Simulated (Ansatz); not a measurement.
# C₄F₁₀: one species, many methods

An exercise on one series of results from a longer session: the logs are not shown, and one member is left open.

Computed with Ansatz 0.2.0, Gaussian basis. Level: functionals in def2-TZVPP, the program's frozen cores in correlated methods.

Plan: LDA (SPW92), PBE-D4, revPBE-D4, BLYP-D4, r2SCAN-D4, B97M-V, PBE0-D4, B3LYP-D4, r2SCANh-D4, r2SCAN0-D4, HSE06-D4, BHLYP-D4, CAM-B3LYP-D4, LC-ωPBE, ωB97X-V, ωB97M-V, B2PLYP, PBE-QIDH; CCSD(T)/def2-SVP; CCSD(T)/def2-TZVPP; MP2/def2-QZVPP; extrapolation to the limit; RPA on PBE.

## The relaxed structure

An earlier PBE0-D4 in a triple-zeta def2 set relaxation fixed the geometry.

SMILES `FC(F)(F)C(F)(F)C(F)(F)C(F)(F)F`, 14 atoms, charge 0, spin multiplicity 1.

Atoms are counted from 1 here; the program's logs count them from 0.

Bond lengths: F1–C2 1.325 Å, C2–F3 1.325 Å, C2–F4 1.326 Å, C2–C5 1.552 Å, C5–F6 1.339 Å, C5–F7 1.337 Å, C5–C8 1.560 Å, C8–F9 1.337 Å, C8–F10 1.339 Å, C8–C11 1.552 Å, C11–F12 1.326 Å, C11–F13 1.325 Å, C11–F14 1.325 Å. Angles: F1–C2–F3 108.9°, F1–C2–F4 109.2°, F1–C2–C5 110.9°, F3–C2–F4 108.6°, F3–C2–C5 108.7°, F4–C2–C5 110.5°, C2–C5–F6 107.4°, C2–C5–F7 107.7°, C2–C5–C8 117.7°, F6–C5–F7 108.9°, F6–C5–C8 106.1°, F7–C5–C8 108.8°, C5–C8–F9 108.8°, C5–C8–F10 106.1°, C5–C8–C11 117.7°, F9–C8–F10 108.9°, F9–C8–C11 107.7°, F10–C8–C11 107.4° and more.

Set-up of the first run:

Contents of in.yaml:

```yaml
crystal:
  periodic: [false, false, false]
  atoms:
    - {symbol: F, position_ang: [-2.159117, -0.109127, 0.635239]}
    - {symbol: C, position_ang: [-1.605557, 0.409138, -0.451467]}
    - {symbol: F, position_ang: [-2.381948, 1.380629, -0.907801]}
    - {symbol: F, position_ang: [-1.510596, -0.529432, -1.383310]}
    - {symbol: C, position_ang: [-0.206378, 1.000328, -0.132153]}
    - {symbol: F, position_ang: [-0.393504, 2.084879, 0.630618]}
    - {symbol: F, position_ang: [0.349585, 1.375164, -1.288891]}
    - {symbol: C, position_ang: [0.803176, 0.097585, 0.641213]}
    - {symbol: F, position_ang: [0.353213, -0.082129, 1.887359]}
    - {symbol: F, position_ang: [1.952105, 0.783658, 0.689718]}
    - {symbol: C, position_ang: [1.121339, -1.301301, 0.048697]}
    - {symbol: F, position_ang: [0.077964, -2.108892, 0.180718]}
    - {symbol: F, position_ang: [2.143791, -1.819986, 0.712305]}
    - {symbol: F, position_ang: [1.442928, -1.209715, -1.233546]}
basis:
  gaussian: {orbitals: def2-TZVPP}
hamiltonian: {xc: lda}
output: {orbitals: {seedname: orbitals}}
```

On the command line:

```
ansatz run in.yaml --threads 4 --pin off --events-out ev --progress --plain --max-ram 66560MiB --backend cuda --devices 0, --max-vram 37GiB
```

Steps of the session up to this table: LDA; PBE-D4 (GGA); revPBE-D4 (GGA); BLYP-D4 (GGA); r2SCAN-D4 (meta-GGA); B97M-V (meta-GGA); B3LYP-D4 (hybrid); r2SCANh-D4 (hybrid); r2SCAN0-D4 (hybrid); HSE06-D4 (hybrid); BHLYP-D4 (hybrid); CAM-B3LYP-D4 (range-separated); LC-ωPBE (range-separated); ωB97X-V (range-separated); ωB97M-V (range-separated); B2PLYP (double hybrid); PBE-QIDH (double hybrid).

One of the session's tables, all rows but one given; the rest of the session is left out.

It belongs to the step «Orbital energies across the functionals». 

```
  functional  HOMO (eV)  LUMO (eV)  gap (eV)
 LDA (SPW92)      -9.07      -0.94      8.13
      PBE-D4      -8.78      -0.50      8.28
   revPBE-D4      -8.66      -0.32      8.34
     BLYP-D4      -8.80      -0.40      8.40
   r2SCAN-D4      -9.22      -0.17      9.05
      B97M-V      -9.39      -0.06      9.34
     PBE0-D4     -10.66       0.68     11.34
    B3LYP-D4     -10.48       0.36     10.84
  r2SCANh-D4          ?          ?         ?
  r2SCAN0-D4     -10.96       0.87     11.83
    HSE06-D4     -10.25       0.29     10.54
    BHLYP-D4     -12.58       1.91     14.50
CAM-B3LYP-D4     -12.28       1.81     14.09
     LC-ωPBE     -13.45       3.16     16.62
     ωB97X-V     -13.14       3.10     16.23
     ωB97M-V     -13.05       2.93     15.97
```

**Question.** Estimate the row for r2SCANh-D4.

Worked estimate for «HOMO (eV)». Against the share of exact exchange, r2SCAN-D4 (0, -9.22), r2SCAN0-D4 (0.25, -10.96) give a slope of -6.96 per unit share; at 0.1 the line stands at -9.92.

As computed: HOMO (eV): -9.92; LUMO (eV): 0.24; gap (eV): 10.16. In «HOMO (eV)» the line misses by 0.00.
